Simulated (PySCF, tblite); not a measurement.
# C4H10PSi radical: geometry, infrared bands and EPR parameters

Aim: predict the infrared bands and EPR parameters of C4H10PSi radical (`C[C@@H]1C[C@@H]1[SiH]P`).

The runs use tblite 0.8.0 and PySCF 2.14.0, with density-fitted response routines of our own; the level of theory stands in each step. All values are computed, except where a source is named. Atoms are numbered from 0 throughout.

## 1. The molecule as given

16 atoms, charge 0, multiplicity 2; geometry from: force field or distance geometry start.

Bonds of the start (Å): C0–C1 1.50, C1–C2 1.52, C2–C3 1.51, C3–Si4 1.85, Si4–P5 2.22, C3–C1 1.49, C0–H6 1.09, C0–H7 1.10, C0–H8 1.12, C1–H9 1.11, C2–H10 1.11, C2–H11 1.12, C3–H12 1.12, Si4–H13 1.49, P5–H14 1.45, P5–H15 1.47.

## 2. Optimising the geometry with GFN2-xTB

Job settings and geometry (Å):

```
{"job": {"kind": "relax", "xc": "GFN2-xTB", "basis": "xTB"}, "charge": 0, "multiplicity": 2}
C     -1.340900    -1.306200     0.135600
C     -1.429900     0.133100    -0.276400
C     -0.373700     0.673800    -1.231100
C     -0.470800     1.175900     0.186800
Si     1.022800     0.786700     1.213900
P      2.412400    -0.609100     0.191000
H     -0.700100    -1.523800     0.985800
H     -1.014600    -1.890900    -0.736700
H     -2.388900    -1.647900     0.351700
H     -2.451100     0.502200    -0.509900
H      0.496100     0.031700    -1.473300
H     -0.734000     1.364200    -2.031600
H     -0.855700     2.216900     0.299800
H      1.768500     2.062000     1.366700
H      2.295500    -1.879400     0.870600
H      3.756900    -0.080400     0.448200
```

Launch:

```bash
$ OMP_NUM_THREADS=1 python probes_run.py task.json out
```

This one command runs all jobs of the session in turn.

**Question.** This job is followed by: GFN2-xTB harmonic vibrations, gas phase; UKS B3LYP, pcH-1 on C H P Si, non-relativistic, mean-field spin-orbit, GIAO. What will the session give for the following? strongest single infrared mode (GFN2-xTB); zero-point energy (GFN2-xTB); g(iso) (B3LYP); ⟨S²⟩; largest a(iso) (averaged by class); surface potential, 1st and 99th percentile.

The runs gave:

| quantity | value |
| --- | --- |
| strongest single infrared mode (GFN2-xTB) | 2122 cm⁻¹, 293 km/mol |
| zero-point energy (GFN2-xTB) | 77.7 kcal/mol |
| g(iso) (B3LYP) | 2.00391 |
| ⟨S²⟩ | 0.752 (exact 0.75) |
| largest a(iso) (averaged by class) | 29Si on Si4, -460.4 MHz |
| surface potential, 1st and 99th percentile | -0.74 V and 0.71 V |

What this shows: The optimisation took 115 steps and gained 0.684 eV; among the close pairs (by a distance rule), P5–H15 changed most, from 1.467 to 1.383 Å. No mode is imaginary among the 42: a minimum at this level. The strongest single mode, at 2122 cm⁻¹, moves mainly H13. Unscaled tight-binding wavenumbers are off by several per cent, some by more. Its intensities can rank the bands wrongly. Most of the unpaired spin sits on Si4 (0.86 e). The isotropic g lies 1.6 ppt above the free-electron value.
